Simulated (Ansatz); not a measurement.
# HfB (Fm-3m) in Ansatz: equation of state

How stiff is HfB in PBE, and what volume does it want? The cell is scaled to several volumes.

Everything below comes from runs of Ansatz 0.2.0. Logs are shortened: lines on timing, memory, paths and dates and some standing lists are left out, and cuts for length are marked.

### Step 1. The structure

The structure is cubic, space group Fm-3m (No. 225). The conventional cell has a = 4.620 Å, b = 4.620 Å, c = 4.620 Å, α = 90.00°, β = 90.00°, γ = 90.00°. Hf (site symmetry m-3m) is surrounded by 6 B at 2.31 Å. B (site symmetry m-3m) is surrounded by 6 Hf at 2.31 Å.

### Step 2. Equation of state, PBE

Potentials or basis: all-electron LAPW, scalar-relativistic.

This step only gathers the single runs of the series.

What came out:

```yaml
Equilibrium_volume: "14.13 Å³/atom (rough: see the caveat)"
Bulk_modulus: 167 GPa (rough)
```

Energy against volume, from the lowest point:
```
volume (Å³/atom)  energy (meV/atom)
          11.587             280.01
          11.833             210.87
          12.080             151.80
          12.326             101.92
          12.573              60.45
          12.819              26.69
          13.066               0.00
```

Caveat: the minimum lies outside the volumes run. Spin-orbit coupling is left out, which matters for the levels of Hf.
